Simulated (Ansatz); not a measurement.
# MoRu2: from a guess to a relaxed structure, part 1 of 2

Where does this trial cell of MoRu2 go when cell and atoms are let free?

Program: Ansatz 0.2.0. Level of theory: DFT PBE, scalar-relativistic, plane waves, PAW. These are calculated values, not measurements.

## (1) The system as given

Symmetry: P4/mmm, No. 123, tetragonal system. Conventional cell: a = 3.292 Å, b = 3.292 Å, c = 4.642 Å, α = 90.00°, β = 90.00°, γ = 90.00°. Around Mo (site symmetry 4/mmm) lie 8 Ru at 2.63 Å. Ru (site symmetry 4mm) is surrounded by 2 Ru at 2.21 to 2.43 Å.

As a file:

```cif
data_structure
_symmetry_space_group_name_H-M 'P 1'
_symmetry_Int_Tables_number 1
_cell_length_a 3.2918
_cell_length_b 3.2918
_cell_length_c 4.6419
_cell_angle_alpha 90.000
_cell_angle_beta 90.000
_cell_angle_gamma 90.000
_cell_volume 50.30
loop_
_atom_site_label
_atom_site_type_symbol
_atom_site_fract_x
_atom_site_fract_y
_atom_site_fract_z
_atom_site_occupancy
Mo1 Mo 0.00000 0.00000 0.50000 1
Ru1 Ru 0.50000 0.50000 0.76190 1
Ru2 Ru 0.50000 0.50000 0.23810 1
```

The cell is invented: random cell by space group and Wyckoff sites (P4/mmm, No. 123). Lengths come from tabulated atomic sizes and are only a guess.

## (2) Probe: one point on a coarse mesh

Contents of input.yaml:

```yaml
crystal:
  lattice:
    - [3.29176613, 0.0, 0.0]
    - [0.0, 3.29176613, 0.0]
    - [0.0, 0.0, 4.64194406]
  atoms:
    - { symbol: Mo, position: [0.0, 0.0, 0.5] }
    - { symbol: Ru, position: [0.5, 0.5, 0.76189588] }
    - { symbol: Ru, position: [0.5, 0.5, 0.23810412] }
basis:
  ecutwfc: 420
kpoints:
  mp_grid: { grid: [6, 6, 4] }
hamiltonian:
  xc: pbe
scf:
  occupations: { method: gaussian, width: 0.1 }
  lower_state_search: "off"
output:
  forces: true
  stress: true
  eigenvalues: true
```

On the command line:

```console
$ ansatz run input.yaml --threads 1 --pin off --max-ram 2560MiB --backend cpu --events-out ev --progress --plain --runs-dir out
```

Standard output, cut to the lines that bear on the results:

```text
[...]
SCF converged after 6 iterations
Free energy (F): -16710.555899 eV
[...]
E sigma→0 (E₀):  -16710.547682 eV
Entropy (-TS):   -0.016434 eV (-5.478 meV/atom)
Fermi energy:    18.637772 eV
[...]
--- Forces (eV/Å), atoms counted from 1 ---
  atom   1  Mo    -0.00000000     0.00000000     0.00000000
  atom   2  Ru     0.00000000     0.00000000     0.53622601
  atom   3  Ru     0.00000000     0.00000000    -0.53622601
[...]
--- Stress (GPa, compression-positive) ---
       -6.596317       0.000000       0.000000
        0.000000      -6.596317       0.000000
        0.000000       0.000000      41.714103
  P = ⅓ Tr σ = 9.5072 GPa (95.072 kbar)
--- Band table (eV; the first three rows and the last of 30) ---
[...]
```

Run time: 4.3 s. Hardware: 1 thread of Intel Xeon Platinum 8259CL at 2.50GHz (Skylake/Cascade Lake), shared host; peak memory 0.39 GiB.

Read-out: pressure 9.5 GPa, largest force 0.54 eV/Å, gap on this mesh none (metal). A cheap, loose relaxation comes first.

## (3) Rough relaxation on the coarse mesh

input.yaml: that of step 2 with these lines changed.

```diff
@@ -22 +22,6 @@
   eigenvalues: true
+relax:
+  adjacent_minimum: "off"
+  f_tol: 0.04
+  max_steps: 70
+  cell: { stress_tol: 0.4 }
```

On the command line:

```console
$ ansatz run input.yaml --threads 1 --pin off --max-ram 2560MiB --backend cpu --events-out ev --progress --plain --runs-dir out
```

Standard output:

```text
Warning: RAYON_NUM_THREADS=1 ignored (pool sized by the plan → 1); use --threads N
Engine: ansatz 0.2.0, x86_64-unknown-linux-gnu
Pseudopotentials: kind: paw
Pseudopotential: Mo, paw, valence charge 14, recommended cutoff 420 eV (normal), Mo.paw.azcp
Pseudopotential: Ru, paw, valence charge 16, recommended cutoff 420 eV (normal), Ru.paw.azcp
Functional definition: PBE
  parameter kappa = 0.804
  parameter beta = 0.06672455060314922
  exchange = pbe_x(kappa = kappa, mu = beta*pi^2/3)
  correlation = pbe_c(beta = beta)
Crystal: 3 atoms, lattice volume = 50.299 Å³
Basis set: ecut = 420 eV, 999 PW (Γ), exchange–correlation on 48×48×64 points (8 copies of the dense FFT grid, shifted against one another)
Bands: 28, of which v1, the nominal top of the filled ones, is band 23 counted from 1 (22 counted from 0)
Symmetry: 16 space group operations
Space group: P4/mmm (ITA 123), of the structure as read, at distance tolerance 3.7e-5 Å
k-points: 30 of 144
Non-local potential: Mo, projectors of the file, l = 0: 3, l = 1: 2, l = 2: 2, l = 3: 1
Non-local potential: Ru, projectors of the file, l = 0: 3, l = 1: 2, l = 2: 2, l = 3: 1
PAW form: soft (Blöchl's): semilocal exchange-correlation on the pseudo side does not see the compensation charge
PAW one-centre angular grid: Mo, 590 points (default); XC on 64 Gauss nodes
PAW one-centre angular grid: Ru, 590 points (default); XC on 64 Gauss nodes
Initial density: superposition of atomic densities (neutral atoms: chi_scale 0, normalization atom), corrected by the library's trained network
Initial wavefunctions: pseudopotential atomic-orbital guess
Functional: x = pbe(κ = 0.804, μ = 0.2195149727645171), c = pbe(β = 0.06672455060314922)
SCF iter   1: F=—  HF=-16710.569953 eV  |F-HF|=—  |Δ(HF+E_count)|=         —  Δρ=1.52e-2  dr2=8.20e-2  ethr=1.77e-3  ⟨swp⟩=5.5  Hψ=3206  notcnv=0
preconditioner: auto → Kerker (q_TF=auto, 2.688 Å⁻¹)  [metal: Δε(μ)=0.016 eV  Ē_g=4.484 eV  σ=0.100 eV  W_gap=0.09  n_scr=14 (ndim 8)  ℏωp=24.6 eV  f_vac=0.000  D(μ)=3.13/eV (n_scr^D=36)]
SCF iter   2: F=—  HF=-16710.559675 eV  |F-HF|=—  |Δ(HF+E_count)|=   1.03e-2  Δρ=7.89e-3  dr2=2.21e-2  ethr=1.78e-4  ⟨swp⟩=1.0  Hψ=1081  notcnv=0
SCF iter   3: F=—  HF=-16710.555901 eV  |F-HF|=—  |Δ(HF+E_count)|=   3.77e-3  Δρ=9.61e-4  dr2=3.02e-4  ethr=4.81e-5  ⟨swp⟩=2.2  Hψ=1139  notcnv=0
SCF iter   4: F=—  HF=-16710.555905 eV  |F-HF|=—  |Δ(HF+E_count)|=   4.42e-6  Δρ=1.85e-4  dr2=2.17e-5  ethr=6.57e-7  ⟨swp⟩=2.2  Hψ=1411  notcnv=0
SCF iter   5: F=—  HF=-16710.555899 eV  |F-HF|=—  |Δ(HF+E_count)|=   6.16e-6  Δρ=4.53e-5  dr2=6.02e-7  ethr=4.72e-8  ⟨swp⟩=2.3  Hψ=1197  notcnv=0
SCF iter   6: F=-16710.555899 eV  HF=-16710.555899 eV  |F-HF|=1.24e-9  |Δ(HF+E_count)|=   2.17e-7  Δρ=9.17e-6  dr2=3.24e-8  ethr=2.17e-10  ⟨swp⟩=7.4  Hψ=3800  notcnv=0
SCF 1 converged in 6 iterations: F = -16710.555899 eV  dr2 = 3.24e-8
relax step   1: F+E_penalty+E_count = -16710.55589907 eV  Δ(F+E_penalty+E_count) = +0.000e0 eV  max|allowed force component| = 5.362e-1 eV/Å  Δτ_max = 0.0000 Å  P = +9.507 GPa  Ω = 50.299 Å³  (6 SCF iters, dr2 threshold 1.00e-7 eV, accepted)
Crystal: 3 atoms, lattice volume = 51.231 Å³
Basis set: ecut = 420 eV, 1017 PW (Γ), exchange–correlation on 48×48×64 points (8 copies of the dense FFT grid, shifted against one another)
Initial density: handed on by an earlier stage of this run
Initial wavefunctions: those handed on with the density
iter 1 solved again at ethr=5.38e-5 eV; its pass at ethr=3.10e-3 eV (dr2=2.47e-2 eV) is discarded
SCF iter   1: F=—  HF=-16711.136308 eV  |F-HF|=—  |Δ(HF+E_count)|=         —  Δρ=9.03e-3  dr2=2.46e-2  ethr=5.38e-5  ⟨swp⟩=1.6  Hψ=4671  notcnv=0
preconditioner: auto → Kerker (q_TF=auto, 2.680 Å⁻¹)  [metal: Δε(μ)=0.028 eV  Ē_g=4.314 eV  σ=0.100 eV  W_gap=0.16  n_scr=16 (ndim 8)  ℏωp=24.3 eV  f_vac=0.000  D(μ)=4.23/eV (n_scr^D=44)]
SCF iter   2: F=—  HF=-16711.134182 eV  |F-HF|=—  |Δ(HF+E_count)|=   2.13e-3  Δρ=4.94e-3  dr2=7.69e-3  ethr=5.35e-5  ⟨swp⟩=1.0  Hψ=840  notcnv=0
SCF iter   3: F=—  HF=-16711.133148 eV  |F-HF|=—  |Δ(HF+E_count)|=   1.03e-3  Δρ=6.56e-4  dr2=2.77e-4  ethr=1.67e-5  ⟨swp⟩=2.3  Hψ=1168  notcnv=0
SCF iter   4: F=—  HF=-16711.133206 eV  |F-HF|=—  |Δ(HF+E_count)|=   5.76e-5  Δρ=1.62e-4  dr2=1.85e-5  ethr=6.02e-7  ⟨swp⟩=2.4  Hψ=1427  notcnv=0
SCF iter   5: F=—  HF=-16711.133205 eV  |F-HF|=—  |Δ(HF+E_count)|=   6.83e-7  Δρ=5.05e-5  dr2=2.08e-6  ethr=4.02e-8  ⟨swp⟩=2.1  Hψ=1105  notcnv=0
SCF iter   6: F=-16711.133205 eV  HF=-16711.133205 eV  |F-HF|=4.42e-8  |Δ(HF+E_count)|=   1.86e-7  Δρ=1.79e-5  dr2=1.96e-7  ethr=6.52e-10  ⟨swp⟩=5.5  Hψ=3596  notcnv=0
SCF 2 converged in 6 iterations: F = -16711.133205 eV  dr2 = 1.96e-7
relax step   2: F+E_penalty+E_count = -16711.13320540 eV  Δ(F+E_penalty+E_count) = -5.773e-1 eV  max|allowed force component| = 1.109e-1 eV/Å  Δτ_max = 0.0218 Å  P = +0.486 GPa  Ω = 51.231 Å³  energy of the carried Pulay correction = -3.466e-4 eV  (6 SCF iters, dr2 threshold 3.00e-7 eV, accepted)
Crystal: 3 atoms, lattice volume = 49.867 Å³
Basis set: ecut = 420 eV, 977 PW (Γ), exchange–correlation on 48×48×64 points (8 copies of the dense FFT grid, shifted against one another)
iter 1 solved again at ethr=1.01e-4 eV; its pass at ethr=3.10e-3 eV (dr2=4.63e-2 eV) is discarded
SCF iter   1: F=—  HF=-16711.617993 eV  |F-HF|=—  |Δ(HF+E_count)|=         —  Δρ=1.04e-2  dr2=4.62e-2  ethr=1.01e-4  ⟨swp⟩=1.4  Hψ=4761  notcnv=0
preconditioner: auto → Kerker (q_TF=auto, 2.692 Å⁻¹)  [metal: Δε(μ)=0.036 eV  Ē_g=4.408 eV  σ=0.100 eV  W_gap=0.20  n_scr=16 (ndim 8)  ℏωp=24.7 eV  f_vac=0.000  D(μ)=3.37/eV (n_scr^D=36)]
SCF iter   2: F=—  HF=-16711.613329 eV  |F-HF|=—  |Δ(HF+E_count)|=   4.66e-3  Δρ=5.87e-3  dr2=1.43e-2  ethr=1.01e-4  ⟨swp⟩=1.0  Hψ=840  notcnv=0
SCF iter   3: F=—  HF=-16711.611246 eV  |F-HF|=—  |Δ(HF+E_count)|=   2.08e-3  Δρ=8.30e-4  dr2=3.19e-4  ethr=3.10e-5  ⟨swp⟩=2.3  Hψ=1116  notcnv=0
SCF iter   4: F=—  HF=-16711.611223 eV  |F-HF|=—  |Δ(HF+E_count)|=   2.29e-5  Δρ=1.98e-4  dr2=2.31e-5  ethr=6.94e-7  ⟨swp⟩=2.4  Hψ=1400  notcnv=0
SCF iter   5: F=—  HF=-16711.611297 eV  |F-HF|=—  |Δ(HF+E_count)|=   7.41e-5  Δρ=6.07e-5  dr2=2.08e-6  ethr=5.02e-8  ⟨swp⟩=2.4  Hψ=1235  notcnv=0
SCF iter   6: F=-16711.611297 eV  HF=-16711.611297 eV  |F-HF|=6.26e-8  |Δ(HF+E_count)|=   2.09e-7  Δρ=2.26e-5  dr2=2.60e-7  ethr=6.52e-10  ⟨swp⟩=5.8  Hψ=3651  notcnv=0
SCF 3 converged in 6 iterations: F = -16711.611297 eV  dr2 = 2.60e-7
relax step   3: F+E_penalty+E_count = -16711.61129688 eV  Δ(F+E_penalty+E_count) = -4.781e-1 eV  max|allowed force component| = 8.763e-2 eV/Å  Δτ_max = 0.0238 Å  P = +1.960 GPa  Ω = 49.867 Å³  energy of the carried Pulay correction = +1.625e-4 eV  (6 SCF iters, dr2 threshold 3.00e-7 eV, accepted)
[... from here on, the SCF cycles and remarks between the steps are left out ...]
relax step   4: F+E_penalty+E_count = -16711.84186304 eV  Δ(F+E_penalty+E_count) = -2.306e-1 eV  max|allowed force component| = 5.666e-1 eV/Å  Δτ_max = 0.0211 Å  P = +2.577 GPa  Ω = 48.973 Å³  energy of the carried Pulay correction = +5.041e-4 eV  (6 SCF iters, dr2 threshold 3.00e-7 eV, accepted)
relax step   5: F+E_penalty+E_count = -16711.95711558 eV  Δ(F+E_penalty+E_count) = -1.153e-1 eV  max|allowed force component| = 6.762e-1 eV/Å  Δτ_max = 0.0337 Å  P = +1.321 GPa  Ω = 48.356 Å³  energy of the carried Pulay correction = +7.434e-4 eV  (6 SCF iters, dr2 threshold 3.00e-7 eV, accepted)
relax step   6: F+E_penalty+E_count = -16712.05033008 eV  Δ(F+E_penalty+E_count) = -9.321e-2 eV  max|allowed force component| = 2.229e-1 eV/Å  Δτ_max = 0.0584 Å  P = -0.063 GPa  Ω = 47.180 Å³  energy of the carried Pulay correction = +1.207e-3 eV  (6 SCF iters, dr2 threshold 3.00e-7 eV, accepted)
relax step   7: F+E_penalty+E_count = -16712.05214961 eV  Δ(F+E_penalty+E_count) = -1.820e-3 eV  max|allowed force component| = 1.024e-2 eV/Å  Δτ_max = 0.0108 Å  P = +0.003 GPa  Ω = 47.007 Å³  energy of the carried Pulay correction = +1.277e-3 eV  (6 SCF iters, dr2 threshold 3.00e-7 eV, accepted)
relax step   8: F+E_penalty+E_count = -16712.05245105 eV  Δ(F+E_penalty+E_count) = -3.014e-4 eV  max|allowed force component| = 8.747e-3 eV/Å  Δτ_max = 0.0027 Å  P = +0.087 GPa  Ω = 47.092 Å³  energy of the carried Pulay correction = +1.243e-3 eV  (6 SCF iters, dr2 threshold 3.00e-7 eV, accepted)
relax step   9: F+E_penalty+E_count = -16712.14820894 eV  Δ(F+E_penalty+E_count) = -9.576e-2 eV  max|allowed force component| = 1.094e-2 eV/Å  Δτ_max = 0.0000 Å  P = +2.951 GPa  Ω = 47.092 Å³  stress off target by 8.44e0 GPa  SCF on the basis re-selected at this cell (its energy is not comparable with the rows above)  (6 SCF iters)
relax step  10: F+E_penalty+E_count = -16712.19137010 eV  Δ(F+E_penalty+E_count) = -4.316e-2 eV  max|allowed force component| = 8.958e-2 eV/Å  Δτ_max = 0.0144 Å  P = -0.770 GPa  Ω = 47.340 Å³  energy of the carried Pulay correction = -2.427e-4 eV  (6 SCF iters, dr2 threshold 3.00e-7 eV, accepted)
relax step  11: F+E_penalty+E_count = -16712.19252240 eV  Δ(F+E_penalty+E_count) = -1.152e-3 eV  max|allowed force component| = 1.555e-2 eV/Å  Δτ_max = 0.0152 Å  P = +2.116 GPa  Ω = 46.467 Å³  energy of the carried Pulay correction = -2.608e-5 eV  (6 SCF iters, dr2 threshold 3.00e-7 eV, accepted)
relax step  12: F+E_penalty+E_count = -16712.19708884 eV  Δ(F+E_penalty+E_count) = -4.566e-3 eV  max|allowed force component| = 3.988e-3 eV/Å  Δτ_max = 0.0044 Å  P = -0.134 GPa  Ω = 46.998 Å³  energy of the carried Pulay correction = -1.846e-4 eV  (6 SCF iters, dr2 threshold 3.00e-7 eV, accepted)
iter 1 solved again at ethr=8.89e-8 eV; its pass at ethr=3.10e-3 eV (dr2=4.09e-5 eV) is discarded
SCF iter   1: F=—  HF=-16712.197086 eV  |F-HF|=—  |Δ(HF+E_count)|=         —  Δρ=1.64e-4  dr2=1.20e-6  ethr=8.89e-8  ⟨swp⟩=3.1  Hψ=5547  notcnv=0
preconditioner: auto → Kerker (q_TF=auto, 2.719 Å⁻¹)  [metal: Δε(μ)=0.034 eV  Ē_g=4.517 eV  σ=0.100 eV  W_gap=0.19  n_scr=16 (ndim 8)  ℏωp=25.4 eV  f_vac=0.000  D(μ)=3.36/eV (n_scr^D=38)]
SCF iter   2: F=—  HF=-16712.197147 eV  |F-HF|=—  |Δ(HF+E_count)|=   6.06e-5  Δρ=8.03e-5  dr2=2.48e-7  ethr=2.60e-9  ⟨swp⟩=1.7  Hψ=939  notcnv=0
SCF iter   3: F=—  HF=-16712.197151 eV  |F-HF|=—  |Δ(HF+E_count)|=   4.27e-6  Δρ=8.51e-6  dr2=6.58e-9  ethr=5.40e-10  ⟨swp⟩=2.9  Hψ=1641  notcnv=0
iter 4 did not close the SCF: its close was put off for the readings that it lacked (scf_convergence_deferred on its scf_iter line)
SCF iter   4: F=-16712.197151 eV  HF=-16712.197151 eV  |F-HF|=5.09e-11  |Δ(HF+E_count)|=   3.46e-8  Δρ=9.94e-7  dr2=1.57e-10  ethr=1.43e-11  ⟨swp⟩=2.5  Hψ=1387  notcnv=0
iter 5 did not close the SCF: its close was put off for the readings that it lacked (scf_convergence_deferred on its scf_iter line)
SCF iter   5: F=-16712.197151 eV  HF=-16712.197151 eV  |F-HF|=0.00e0  |Δ(HF+E_count)|=  1.46e-11  Δρ=1.87e-7  dr2=1.84e-11  ethr=1.00e-12  ⟨swp⟩=1.0  Hψ=842  notcnv=0
SCF iter   6: F=-16712.197151 eV  HF=-16712.197151 eV  |F-HF|=3.64e-12  |Δ(HF+E_count)|=  1.09e-11  Δρ=4.15e-8  dr2=1.71e-12  ethr=1.00e-12  ⟨swp⟩=2.0  Hψ=2405  notcnv=0
SCF 13 converged in 6 iterations: F = -16712.197151 eV  dr2 = 1.71e-12
relax step  13: F+E_penalty+E_count = -16712.19715119 eV  Δ(F+E_penalty+E_count) = -6.235e-5 eV  max|allowed force component| = 3.638e-3 eV/Å  Δτ_max = 0.0000 Å  P = -0.136 GPa  Ω = 46.998 Å³  stress off target by 1.87e-1 GPa  SCF on the basis re-selected at this cell (its energy is not comparable with the rows above)  (6 SCF iters)
basis re-selected at this cell: Δ(F+E_penalty+E_count) = -6.235e-5 eV, ΔP = -0.002 GPa vs the last step (what re-selecting the basis moved, of the pressure what is left beyond the Pulay correction that the steps carried, after the strain that the cell walked since its last selection, with what the two solves' SCF thresholds leave and, on support functions, any second-order correction that the steps lacked; it is no measure of the basis error at this ecutwfc). This SCF's stress stands 1.87e-1 GPa from its target on what of the cell is left free (relax.cell.stress_tol is 4.00e-1 GPa) and its largest allowed force component is 3.64e-3 eV/Å (relax.f_tol is 4.00e-2 eV/Å): within both
SCF converged after 6 iterations
Free energy (F): -16712.197151 eV
Harris-Foulkes:  -16712.197151 eV  (|F-HF|=3.64e-12)
Internal energy: -16712.180366 eV  (E = F + TS)
E sigma→0 (E₀):  -16712.188758 eV
Entropy (-TS):   -0.016785 eV (-5.595 meV/atom)
Fermi energy:    20.058470 eV
--- Per-component energies (eV) ---
  E_band       = -271.262631
  E_kinetic    = 1470.787411
  E_local      = -3811.778275  (includes V_loc(G=0)·N_el)
  E_nonlocal   = 831.416630
  E_hartree    = 1266.785099
  E_xc         = -563.485645
  E_vxc        = -705.914579  (∫ρ·V_xc dr)
  E_paw        = -10123.969321  (= ΣΔE_a)
  E_vpaw       = -589.343713  (= ΣTr[D̂ρ^β])
  E_aug_tail   = -0.000310  (compensation charges beyond the density's cutoff)
  E_ewald      = -5781.935955
  E_smearing   = -0.016785  (= −TS)
  E_closure    = -0.000000  (closes the sum)
  Σ components = -16712.197151   (vs F -16712.197151, Δ=0.00e0)
--- Forces (eV/Å), atoms counted from 1 ---
  atom   1  Mo     0.00000000    -0.00000000     0.00000000
  atom   2  Ru     0.00000000     0.00000000    -0.00363832
  atom   3  Ru     0.00000000     0.00000000     0.00363832
  max |Σ_I F_I| component: 4.34e-19 eV/Å
--- Stress (GPa, compression-positive) ---
       -0.110290       0.000000       0.000000
        0.000000      -0.110290       0.000000
        0.000000       0.000000      -0.187238
  P = ⅓ Tr σ = -0.1359 GPa (-1.359 kbar)
--- Band table (eV; the first three rows and the last of 30) ---
  k-point 0: bands = ["-52.6501", "-52.5145", "-40.8227", "-23.1671", "-22.3989", "-22.3989", "-22.2972", "-22.2972", "-22.2785", "-14.9559", "-14.4950", "-14.4950", "13.0491", "14.3287", "15.0218", "16.2194", "16.6344", "18.1769", "18.3153", "18.4135", "18.4135", "18.9725", "18.9725", "20.1626", "20.7394", "21.4426", "21.7923", "23.1118"]
  k-point 1: bands = ["-52.6496", "-52.5151", "-40.8227", "-23.1719", "-22.3970", "-22.3970", "-22.2992", "-22.2992", "-22.2726", "-14.9585", "-14.4949", "-14.4949", "13.3968", "14.5448", "15.1385", "15.7087", "16.3310", "17.4085", "17.9976", "17.9976", "18.3982", "19.6857", "19.6857", "20.2344", "20.6422", "21.5626", "22.7506", "22.7506"]
  k-point 2: bands = ["-52.6490", "-52.5157", "-40.8226", "-23.1767", "-22.3950", "-22.3950", "-22.3012", "-22.3012", "-22.2668", "-14.9610", "-14.4947", "-14.4947", "14.0643", "14.5935", "15.2176", "15.3172", "16.0068", "16.5346", "17.7870", "17.7870", "18.5787", "20.3489", "20.3489", "20.3925", "20.4595", "21.7907", "22.1355", "22.1355"]
  k-point 29: bands = ["-52.5801", "-52.4483", "-40.6552", "-23.0768", "-22.7258", "-22.7258", "-22.6226", "-22.6226", "-22.2102", "-15.1550", "-15.1550", "-14.8193", "15.0014", "15.0014", "15.1482", "15.5613", "15.7412", "17.3670", "18.4179", "18.4179", "19.6820", "19.6820", "21.7472", "21.9581", "22.9182", "22.9813", "24.5298", "26.8956"]
--- Relaxed structure (11 steps of the walk, 11 accepted, 2 SCFs on fresh bases) ---
  F+E_penalty+E_count = -16712.19715119 eV   max|allowed force component| = 3.638e-3 eV/Å   (the final SCF, on the basis selected at the relaxed cell)
  cell:  # Å, volume = 46.9976 Å³
    - [2.804380334408597, -4.293619133274545e-34, 0.0]
    - [-4.293619133274545e-34, 2.804380334408597, 0.0]
    - [0.0, 0.0, 5.975885898997519]
  atoms:
    - { symbol: Mo, position: [3.3984627692568016e-34, -8.303798292961026e-36, 0.5] }
    - { symbol: Ru, position: [0.5, 0.5, 0.8032951674430181] }
    - { symbol: Ru, position: [0.5, 0.5, 0.19670483255698198] }
```

It took 37 s on 1 thread of Intel Xeon Platinum 8259CL at 2.50GHz (Skylake/Cascade Lake), shared host; peak memory 0.42 GiB.

Step by step:

| step | E - E(step 1) (eV/cell) | largest force component (eV/Å) | pressure (GPa) | volume (Å³) |
| --- | --- | --- | --- | --- |
| 1 | 0.0000 | 0.5362 | 9.51 | 50.30 |
| 2 | -0.5773 | 0.1109 | 0.49 | 51.23 |
| 3 | -1.0554 | 0.0876 | 1.96 | 49.87 |
| 4 | -1.2860 | 0.5666 | 2.58 | 48.97 |
| 5 | -1.4012 | 0.6762 | 1.32 | 48.36 |
| 6 | -1.4944 | 0.2229 | -0.06 | 47.18 |
| 7 | -1.4963 | 0.0102 | 0.00 | 47.01 |
| 8 | -1.4966 | 0.0087 | 0.09 | 47.09 |
| 9 | -1.5923 | 0.0109 | 2.95 | 47.09 |
| 10 | -1.6355 | 0.0896 | -0.77 | 47.34 |
| 11 | -1.6366 | 0.0155 | 2.12 | 46.47 |
| 12 | -1.6412 | 0.0040 | -0.13 | 47.00 |
| 13 | -1.6413 | 0.0036 | -0.14 | 47.00 |

Step 1 is the start. Steps 9, 13 each repeat the geometry before them on a plane-wave basis chosen anew, so the energy can jump there without any move.

|  | before | after | change |
| --- | --- | --- | --- |
| a (Å) | 3.292 | 2.804 | -14.8 % |
| b (Å) | 3.292 | 2.804 | -14.8 % |
| c (Å) | 4.642 | 5.976 | +28.7 % |
| volume (Å³/atom) | 16.77 | 15.67 | -6.6 % |
| shortest distance (Å) | 2.211 | 2.351 | +6.4 % |
| space group (0.01 Å) | P4/mmm | P4/mmm | same |

The run keeps the 16 symmetry operations of the start, so it could not have lowered the symmetry.

## (4) Spin check on a coarse mesh

Contents of input.yaml:

```yaml
crystal:
  lattice:
    - [2.8043803344, 0.0, 0.0]
    - [0.0, 2.8043803344, 0.0]
    - [0.0, 0.0, 5.975885899]
  atoms:
    - { symbol: Mo, position: [0.0, 0.0, 0.5], spin: 1.0 }
    - { symbol: Ru, position: [0.5, 0.5, 0.8032951674], spin: 1.0 }
    - { symbol: Ru, position: [0.5, 0.5, 0.1967048326], spin: 1.0 }
basis:
  ecutwfc: 420
kpoints:
  mp_grid: { grid: [6, 6, 4] }
hamiltonian:
  xc: pbe
scf:
  occupations: { method: gaussian, width: 0.1 }
  lower_state_search: "off"
output:
  forces: true
  stress: true
  eigenvalues: true
  populations: true
magnetization:
  spin_polarized: true
```

On the command line:

```console
$ ansatz run input.yaml --threads 1 --pin off --max-ram 2560MiB --backend cpu --events-out ev --progress --plain --runs-dir out
```

Standard output, cut to the lines that bear on the results:

```text
[...]
SCF converged after 17 iterations
Magnetization: -0.0000 μB (23.0000 up, 23.0000 down)
Absolute magnetization: 0.0000 μB (∫|ρ↑−ρ↓|, with the PAW one-centre terms)
Spin contamination: 0.0000 ħ² per cell (⟨S²⟩ above its minimum at these occupations)
[...]
--- Stress (GPa, compression-positive) ---
       -0.110260      -0.000000       0.000000
       -0.000000      -0.110260       0.000000
        0.000000       0.000000      -0.187213
  P = ⅓ Tr σ = -0.1359 GPa (-1.359 kbar)
--- Band table (eV; the first three rows and the last of 60) ---
[...]
--- Löwdin populations: 3 sites ---
  site symbol       q [e]    m [muB]
     0     Mo     13.8927    -0.0000
     1     Ru     15.9409     0.0000
     2     Ru     15.9409     0.0000
  spilling = 0.004903 (of n_electrons = 46.000000)
```

Run time: 12 s. Hardware: 1 thread of Intel Xeon Platinum 8259CL at 2.50GHz (Skylake/Cascade Lake), shared host; peak memory 0.41 GiB.

By site:

| atom | Löwdin electrons |
| --- | --- |
| Mo1 | 13.89 |
| Ru2 | 15.94 |
| Ru3 | 15.94 |

The Löwdin counts miss 0.23 of the 46 electrons, which the atomic orbitals do not span, so they are no charges.

The same cell is solved with trial moments on Mo and Ru. The largest site moment that stays is 0.00 μB and the cell's total 0.00 μB. The workflow keeps spin only above 0.25 μB on a site, so the next run goes without spin.

(Continued in part 2 of 2.)
